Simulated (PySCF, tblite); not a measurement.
# C6H6FO radical: geometry, infrared bands and EPR parameters

Aim: predict the infrared bands and EPR parameters of C6H6FO radical (`O=[C][C@@H]1[C@H](F)C12CC2`).

The runs use tblite 0.8.0 and PySCF 2.14.0, with density-fitted response routines of our own; the level of theory stands in each step. All values are computed, except where a source is named. Atoms are numbered from 0 throughout.

## Step 1: Starting geometry

14 atoms, charge 0, multiplicity 2; geometry from: force field or distance geometry start.

Bonds of the start (Å): O0–C1 1.19, C1–C2 1.41, C2–C3 1.54, C3–F4 1.39, C3–C5 1.46, C5–C6 1.45, C6–C7 1.53, C5–C2 1.47, C7–C5 1.45, C2–H8 1.09, C3–H9 1.07, C6–H10 1.08, C6–H11 1.09, C7–H12 1.09, C7–H13 1.09.

## Step 2: Optimising the geometry with GFN2-xTB

Job settings and geometry (Å):

```
{"job": {"kind": "relax", "xc": "GFN2-xTB", "basis": "xTB"}, "charge": 0, "multiplicity": 2}
O      3.100900    -1.146500     0.056100
C      2.141000    -0.541400    -0.312800
C      1.006100     0.160000    -0.770800
C      0.469600     1.346600     0.043700
F      1.106300     1.638100     1.249000
C     -0.269400     0.084400    -0.038100
C     -0.905000    -0.827600     0.900200
C     -1.634300    -0.300500    -0.331500
H      0.936700     0.265900    -1.849400
H      0.108200     2.228000    -0.436000
H     -1.205600    -0.446600     1.870300
H     -0.602500    -1.872900     0.908800
H     -2.437500     0.418200    -0.166300
H     -1.815200    -1.006100    -1.145300
```

The run is started by

```console
> OMP_NUM_THREADS=1 python probes_run.py task.json out
```

The driver reads the jobs from task.json and runs them one after another.

**Question.** This job is followed by: GFN2-xTB harmonic vibrations, gas phase; UKS B3LYP, pcH-1 on C F H O, non-relativistic, mean-field spin-orbit, GIAO. What will the session give for the following? strongest single infrared mode (GFN2-xTB); zero-point energy (GFN2-xTB); g(iso) (B3LYP); ⟨S²⟩; largest a(iso); potential on the surface of density 0.002 e/bohr³, 1st and 99th percentile.

**Answer**, as computed:

| quantity | value |
| --- | --- |
| strongest single infrared mode (GFN2-xTB) | 1889 cm⁻¹, 356 km/mol |
| zero-point energy (GFN2-xTB) | 63.9 kcal/mol |
| g(iso) (B3LYP) | 2.00020 |
| ⟨S²⟩ | 0.753 (exact 0.75) |
| largest a(iso) | 13C on C1, 353.9 MHz |
| potential on the surface of density 0.002 e/bohr³, 1st and 99th percentile | -1.46 V and 1.34 V |

**Reading.** Relaxing lowered the energy by 0.504 eV in 79 steps; the close pair that moved most is C1–C2, from 1.411 to 1.451 Å. All 36 modes are real, so the xTB geometry is a minimum. The strongest single mode, at 1889 cm⁻¹, moves mainly C1 and O0. Unscaled tight-binding wavenumbers are off by several per cent, some by more. Its intensities can rank the bands wrongly. The largest share of the spin, 0.66 e, sits on C1. The isotropic g lies 2.1 ppt below the free-electron value. These values are for one conformer; the search (at its own cheap level) found 2 more, at 0.00, 2.93 kcal/mol (those within 0.05 may be mirror or relabelled copies), and measured spectra average over such forms.
